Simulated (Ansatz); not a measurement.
# PBE0/cc-pVDZ run of BSiN2H5 (SMILES N[SiH]1BN1)

Aim: the vertical ionisation energy of BSiN2H5 at PBE0/cc-pVDZ, from 2 runs. 

The results are computed with Ansatz 0.2.0.

61 further runs of the same task are left out: 61 set aside as unsound or not needed.

## 1. The molecule

BSiN2H5: 9 atoms, total charge 0, spin state singlet. As SMILES, `N[SiH]1BN1`. The shape is that of a PBE0-D4/def2-TZVP optimisation. This is one conformer, not always the lowest.

Bond lengths: N1–Si2 1.702 Å, Si2–B3 1.914 Å, Si2–N4 1.755 Å, B3–N4 1.389 Å, N1–H5 1.006 Å, N1–H6 1.005 Å, Si2–H7 1.482 Å, B3–H8 1.190 Å, N4–H9 1.011 Å. Some angles: N1–Si2–B3 127.2°, N1–Si2–N4 121.8°, B3–Si2–N4 44.2°, Si2–B3–N4 61.8°, Si2–N4–B3 74.0°, N1–Si2–H7 105.5°, B3–Si2–H7 127.1°, N4–Si2–H7 113.4°, Si2–N1–H5 122.6°, Si2–N1–H6 123.2°.

## 2. A single-point energy at PBE0/cc-pVDZ

job.yaml

```yaml
crystal:
  periodic: [false, false, false]
  atoms:
    - {symbol: "N", position_ang: [-0.637800, 1.588100, 0.218200]}
    - {symbol: Si, position_ang: [0.258900, 0.175500, 0.530500]}
    - {symbol: B, position_ang: [-0.233900, -1.625800, 0.110200]}
    - {symbol: "N", position_ang: [0.650500, -0.971600, -0.738400]}
    - {symbol: H, position_ang: [-0.221300, 2.503300, 0.212900]}
    - {symbol: H, position_ang: [-1.561800, 1.577300, -0.177300]}
    - {symbol: H, position_ang: [1.441200, 0.620900, 1.305200]}
    - {symbol: H, position_ang: [-0.741300, -2.702400, 0.114400]}
    - {symbol: H, position_ang: [1.134000, -1.211600, -1.592900]}
basis:
  gaussian:
    orbitals: cc-pVDZ
hamiltonian:
  xc: pbe0
accuracy: high
output: {orbitals: {seedname: orbitals}}
```

Command:

```
ansatz run job.yaml --threads 1 --pin off --max-ram 3480MiB --events-out events.jsonl --progress --plain --runs-dir runs
```

Standard output:

```text
Warning: RAYON_NUM_THREADS=1 ignored (pool sized by the plan → 1); use --threads N
Functional definition: PBE0
  name "PBE0"
  parameter a = 0.25
  parameter kappa = 0.804
  parameter beta = 0.06672455060314922
  exchange = (1 - a)*pbe_x(kappa = kappa, mu = beta*pi^2/3) + a*exact_x
  correlation = pbe_c(beta = beta)
1994 factors; integrals over basis functions are off by at most 3.8e-9 eV
mean field evaluation 1: about -11599.1847 eV, gradient 6.6e1 eV
mean field evaluation 2: about -11589.4334 eV, gradient 9.1e1 eV
mean field evaluation 4: about -11607.8976 eV, gradient 5.0e0 eV
mean field evaluation 8: about -11608.1568 eV, gradient 1.3e-1 eV
mean field evaluation 16: about -11608.1569 eV, gradient 7.7e-6 eV
mean field -11608.15688202 eV, -426.5918971228 hartree, gradient 6.5e-8 eV, S^2 0.000000; 0 other end points of the search recorded, 0 dependent functions left out
reference -11608.15688459 eV, -426.5918972173 hartree; 19, 19 occupied and 66, 66 virtual orbitals, 1994 factors
Total energy: -11608.15688459 eV, -426.5918972173 hartree
```

It took 7.8 s on 1 thread of Arm Neoverse V1, shared host; peak memory 0.27 GiB.

## 3. The doublet cation, same level

molecule.yaml

```yaml
crystal:
  periodic: [false, false, false]
  atoms:
    - {symbol: "N", position_ang: [-0.637800, 1.588100, 0.218200]}
    - {symbol: Si, position_ang: [0.258900, 0.175500, 0.530500]}
    - {symbol: B, position_ang: [-0.233900, -1.625800, 0.110200]}
    - {symbol: N, position_ang: [0.650500, -0.971600, -0.738400]}
    - {symbol: H, position_ang: [-0.221300, 2.503300, 0.212900]}
    - {symbol: H, position_ang: [-1.561800, 1.577300, -0.177300]}
    - {symbol: H, position_ang: [1.441200, 0.620900, 1.305200]}
    - {symbol: H, position_ang: [-0.741300, -2.702400, 0.114400]}
    - {symbol: H, position_ang: [1.134000, -1.211600, -1.592900]}
basis:
  gaussian:
    orbitals: cc-pVDZ
total_charge: 1
magnetization:
  spin_polarized: true
  initial_magnetization: 1
hamiltonian:
  xc: pbe0
accuracy: high
output: {orbitals: {seedname: orbitals}}
```

Command:

```
ansatz run molecule.yaml --threads 1 --pin off --max-ram 3480MiB --events-out events.jsonl --progress --plain --runs-dir runs
```

Standard output, shortened:

```text
Warning: RAYON_NUM_THREADS=1 ignored (pool sized by the plan → 1); use --threads N
[... 7 set-up lines as earlier in the session ...]
1993 factors; integrals over basis functions are off by at most 3.8e-9 eV
mean field evaluation 1: about -11582.4957 eV, gradient 6.5e1 eV
mean field evaluation 2: about -11542.5869 eV, gradient 1.0e2 eV
mean field evaluation 4: about -11598.9239 eV, gradient 8.6e0 eV
mean field evaluation 8: about -11599.3367 eV, gradient 7.0e-1 eV
mean field evaluation 16: about -11599.5508 eV, gradient 8.1e-3 eV
mean field evaluation 32: about -11599.5508 eV, gradient 8.4e-8 eV
mean field -11599.55081677 eV, -426.2756300583 hartree, gradient 8.4e-8 eV, S^2 0.759498; 0 other end points of the search recorded, 0 dependent functions left out
reference -11599.55081945 eV, -426.2756301569 hartree; 19, 18 occupied and 66, 67 virtual orbitals, 1993 factors
Total energy: -11599.55081945 eV, -426.2756301569 hartree
```

Run time: 15 s. Hardware: 1 thread of Arm Neoverse V1, shared host; peak memory 0.39 GiB.

## 4. What came out

Level: PBE0/cc-pVDZ.

| quantity | value |
| --- | --- |
| singlet BSiN2H5: total energy | -426.59190 Eh |
| singlet BSiN2H5: HOMO energy | -6.41 eV |
| singlet BSiN2H5: LUMO energy | 0.18 eV |
| singlet BSiN2H5: HOMO–LUMO gap | 6.59 eV |
| doublet cation: total energy | -426.27563 Eh |
| doublet cation: HOMO energy (highest over α and β) | -13.59 eV |
| doublet cation: LUMO energy (lowest over α and β) | -10.78 eV |
| doublet cation: ⟨S²⟩ | 0.759 |
| vertical ionisation energy (to the doublet cation) | 8.606 eV |

In words: The vertical ionisation energy comes to 8.61 eV (830 kJ/mol). The negative HOMO energy of the first species, 6.41 eV, lies 2.19 eV below that difference.
